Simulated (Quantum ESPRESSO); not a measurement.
**AlCl: zone-centre phonons under several settings**

```
Al Cl
1.0
     4.03825    0.00000    0.00000
    -2.01913    3.49723    0.00000
     0.00000    0.00000    6.59142
Al Cl
2 2
Direct
  0.33333 0.66667 0.00000
  0.66667 0.33333 0.50000
  0.33333 0.66667 0.38500
  0.66667 0.33333 0.88500
```

The cell was built by a generator and needn't be a form met in nature.

All runs used Quantum ESPRESSO 7.5; k mesh 4 × 4 × 2, shifted; given cell, atoms relaxed; no spin polarisation; occupations smeared at first, fixed for the response.

| level | potentials | cutoff (eV) | pressure (GPa) | lowest optical mode without the field (cm⁻¹) | highest optical mode without the field (cm⁻¹) | sum of the Born charges (e) |
| --- | --- | --- | --- | --- | --- | --- |
| PBE | SPMS 1.0 PBE | 707 | 16.0 | 167i | 302 | 0.17 |
| PBE | PseudoDojo 0.4.1 SR PBE standard | 789 | ? | ? | ? | ? |
| PBE | PseudoDojo 0.4 SR PBE stringent | 789 | 15.9 | 167i | 302 | 0.17 |
| PBE | GBRV 1.5 PBE | 612 | 16.1 | 166i | 303 | 0.16 |
| PBE | JTH 2.0 PBE | 707 | 16.1 | 168i | 302 | 0.16 |
| PBE | SSSP 1.3 efficiency PBE | 748 | 16.0 | 167i | 303 | 0.17 |
| PBE | SG15 PBE 1.2 | 1020 | 16.7 | 166i | 305 | 0.13 |

**Question.** What stands in the row left open?

**Answer.** Pressure 15.9 GPa; lowest optical mode without the field 167i cm⁻¹; highest optical mode without the field 302 cm⁻¹; sum of the Born charges 0.17 e.

Values marked i are imaginary: the cell is unstable against those modes at that level, or the meshes are too thin.

Caveats: all runs use coarse meshes; some modes are imaginary; the cell is more than 3 GPa from zero pressure, which shifts response properties; this potential file gives levels or pressures that part from those of other sets (some runs).

For the row left open. Caveat: the k mesh is coarse (spacing up to 0.48 Å⁻¹), so the values aren't converged; the mesh is thin for the dielectric tensor, Born charges and intensities, which usually come out too large; some modes are imaginary; the cell is more than 3 GPa from zero pressure, which shifts response properties; the Born charges break their sum rule by 0.17 e, a sign of too thin a mesh.

The runs don't all hold the same shells in valence.
